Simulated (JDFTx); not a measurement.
Crystal: NiMoIrPdW.

```xyz
5
Lattice="2.7661 0.0000 0.0000 -1.3830 2.3955 0.0000 0.0000 0.0000 11.0228" Properties=species:S:1:pos:R:3 pbc="T T T"
Ni    0.0000    1.5970    6.5818
Mo    0.0000    0.0000    4.5275
Pd    1.3831    0.7985    8.7653
Ir    1.3831    0.7985    2.2003
W     0.0000    1.5970   10.9935
```

The cell was built by a generator and needn't be a form met in nature.

A run of JDFTx 1.7.0 (patched build) on this cell left the log below. Logs are shortened: lines on timing, memory, paths and dates and some standing lists are left out, and cuts for length are marked.

```text
*************** JDFTx 1.7.0 (patched build) ***************

Input parsed successfully to the following command list (including defaults):
[... the input with its defaults ...]

---------- Setting up symmetries ----------

Found 24 point-group symmetries of the bravais lattice
Found 2 space-group symmetries with basis
Applied RMS atom displacement 0 bohrs to make symmetries exact.

---------- Initializing the Grid ----------
R =
[      5.22715     -2.61359            0  ]
[            0      4.52686            0  ]
[            0            0        20.83  ]
unit cell volume = 492.892
G =
[    1.20203   0.693992         -0  ]
[          0    1.38798          0  ]
[          0         -0   0.301641  ]
Minimum fftbox size, Smin = [  48  48  188  ]
Chosen fftbox size, S = [  48  48  192  ]

---------- Initializing tighter grid for wavefunction operations ----------
R =
[      5.22715     -2.61359            0  ]
[            0      4.52686            0  ]
[            0            0        20.83  ]
unit cell volume = 492.892
G =
[    1.20203   0.693992         -0  ]
[          0    1.38798          0  ]
[          0         -0   0.301641  ]
Minimum fftbox size, Smin = [  36  36  132  ]
Chosen fftbox size, S = [  36  36  140  ]

---------- Exchange Correlation functional ----------
Initalized PBE GGA exchange.
Initalized PBE GGA correlation.

---------- Setting up pseudopotentials ----------
Width of ionic core gaussian charges (only for fluid interactions / plotting) set to 0

Reading pseudopotential file 'pseudo/Ni.upf':
  'Ni' pseudopotential, 'PBE' functional
  Generated using ONCVPSP code by D. R. Hamann
  18 valence electrons, 4 orbitals, 6 projectors, 1001 radial grid points, with lMax = 2
    3S    l: 0   occupation:  2.0   eigenvalue: -4.081355
    3P    l: 1   occupation:  6.0   eigenvalue: -2.623460
    3D    l: 2   occupation:  8.0   eigenvalue: -0.326118
[... 140 lines left out ...]
	FillingsUpdate:  mu: +0.777834546  nElectrons: 81.000000  magneticMoment: [ Abs: 0.00155  Tot: +0.00124 ]
SCF: Cycle: 27   F: -536.489479896042894   dF: -3.669e-09   |Residual|: 3.597e-05   |deigs|: 4.830e-06
	FillingsUpdate:  mu: +0.777834289  nElectrons: 81.000000  magneticMoment: [ Abs: 0.00133  Tot: +0.00107 ]
SCF: Cycle: 28   F: -536.489479897808224   dF: -1.765e-09   |Residual|: 2.949e-05   |deigs|: 7.170e-06
	FillingsUpdate:  mu: +0.777832915  nElectrons: 81.000000  magneticMoment: [ Abs: 0.00035  Tot: +0.00019 ]
SCF: Cycle: 29   F: -536.489479892081363   dF: +5.727e-09   |Residual|: 6.903e-05   |deigs|: 1.047e-05
	FillingsUpdate:  mu: +0.777834389  nElectrons: 81.000000  magneticMoment: [ Abs: 0.00035  Tot: -0.00004 ]
SCF: Cycle: 30   F: -536.489479898207264   dF: -6.126e-09   |Residual|: 1.581e-05   |deigs|: 5.662e-06
	FillingsUpdate:  mu: +0.777834101  nElectrons: 81.000000  magneticMoment: [ Abs: 0.00031  Tot: -0.00013 ]
SCF: Cycle: 31   F: -536.489479899684170   dF: -1.477e-09   |Residual|: 1.033e-05   |deigs|: 3.414e-06
	FillingsUpdate:  mu: +0.777834214  nElectrons: 81.000000  magneticMoment: [ Abs: 0.00012  Tot: -0.00004 ]
SCF: Cycle: 32   F: -536.489479899893922   dF: -2.098e-10   |Residual|: 3.760e-06   |deigs|: 2.436e-06
	FillingsUpdate:  mu: +0.777834212  nElectrons: 81.000000  magneticMoment: [ Abs: 0.00006  Tot: -0.00001 ]
SCF: Cycle: 33   F: -536.489479899977482   dF: -8.356e-11   |Residual|: 2.296e-06   |deigs|: 3.639e-06
SCF: Converged (|Delta E|<1.000000e-09 for 2 iters).

Setting wave functions to eigenvectors of Hamiltonian
Converging empty states (this may take a while): |deigs|: 4.971e-05

# Stress tensor in Cartesian coordinates [Eh/a0^3]:
[ -2.00765e-05  8.35573e-09  5.25101e-09  ]
[  8.35573e-09  -2.0067e-05 -3.03168e-09  ]
[  5.25101e-09 -3.03168e-09  2.73931e-05  ]

# Ionic positions in lattice coordinates:
ion Ni   0.333330000000000   0.666670000000000   0.597110000000000 1
ion Mo   0.000000000000000   0.000000000000000   0.410740000000000 1
ion Pd   0.666670000000000   0.333330000000000   0.795200000000000 1
ion Ir   0.666670000000000   0.333330000000000   0.199610000000000 1
ion W   0.333330000000000   0.666670000000000   0.997340000000000 1

# Forces in Cartesian coordinates:
force Ni   0.000000539168926  -0.000000311287447  -0.000608170913806 1
force Mo  -0.000000102244196   0.000000059030358  -0.001389463264078 1
force Pd  -0.000001380797539   0.000000797199022  -0.001592058748914 1
force Ir  -0.000001819017282   0.000001050203782   0.000246983586820 1
force W   0.000002610512491  -0.000001507170997   0.003363074973392 1

# Energy components:
   Eewald =     -406.6768742907947285
       EH =      119.6722857154317836
     Eloc =     -387.2877700325810792
      Enl =        1.8816042575573499
      Exc =      -91.3246529472790627
 Exc_core =       28.0799265918900289
       KE =      199.1676922212186867
-------------------------------------
     Etot =     -536.4877884845570861
       TS =        0.0016914154203642
-------------------------------------
        F =     -536.4894798999774821

IonicMinimize: Iter:   0  F: -536.489479899977482  |grad|_K:  1.039e-03
IonicMinimize: None of the convergence criteria satisfied after 0 iterations.

#--- Lowdin population analysis ---
# oxidation-state Ni +0.185
# magnetic-moments Ni -0.000
# oxidation-state Mo -0.108
# magnetic-moments Mo -0.000
# oxidation-state Pd +0.728
# magnetic-moments Pd -0.000
# oxidation-state Ir +0.241
# magnetic-moments Ir +0.000
# oxidation-state W -0.097
# magnetic-moments W +0.000

Dumping 'run.eigStats' ...
	eMin: -3.008072 at state 102 ( [ +0.000000 +0.000000 +0.000000 ] spin -1 )
	HOMO: +0.777621 at state 74 ( [ +0.272727 +0.454545 +0.000000 ] spin 1 )
	mu  : +0.777834
	LUMO: +0.777866 at state 199 ( [ +0.454545 +0.454545 +0.000000 ] spin -1 )
	eMax: +1.316288 at state 17 ( [ +0.090909 +0.090909 +0.000000 ] spin 1 )
	HOMO-LUMO gap: +0.000244
	Optical gap  : +0.006165 at state 73 ( [ +0.272727 +0.363636 -0.333333 ] spin 1 )
Done!
```

**Question.** Write the input and the command behind it.

**Answer.** Single point with PBE, collinear spin, ferromagnetic start. The files as run (others can give the same):

NiMoIrPdW.in
```
lattice \
    5.2271525361    -2.6135857167     0.0000000000 \
    0.0000000000     4.5268578288     0.0000000000 \
    0.0000000000     0.0000000000    20.8300353320
coords-type Lattice
ion Ni     0.3333300000     0.6666700000     0.5971100000 1
ion Mo     0.0000000000     0.0000000000     0.4107400000 1
ion Pd     0.6666700000     0.3333300000     0.7952000000 1
ion Ir     0.6666700000     0.3333300000     0.1996100000 1
ion W      0.3333300000     0.6666700000     0.9973400000 1

ion-species pseudo/Ni.upf
ion-species pseudo/Mo.upf
ion-species pseudo/Pd.upf
ion-species pseudo/Ir.upf
ion-species pseudo/W.upf
elec-cutoff 49 392
elec-ex-corr gga-PBE
kpoint-folding 11 11 3
elec-smearing Fermi 0.0018374661
elec-n-bands 53
spintype z-spin
initial-magnetic-moments Ni 1 Mo 1 Ir 0.6
elec-initial-magnetization 2.6 no
electronic-SCF nIterations 100 energyDiffThreshold 1e-09
electronic-minimize nIterations 30 energyDiffThreshold 1e-7
converge-empty-states yes
forces-output-coords Cartesian

dump-name run.$VAR
dump End Ecomponents EigStats BandEigs Kpoints Forces Stress ElecDensity Dtot
```

Potentials or basis: PseudoDojo-SR-PBE-0.5-standard with smoothed tails.
The run is started by
```sh
$ jdftx -c 6 -i NiMoIrPdW.in -o NiMoIrPdW.out
```
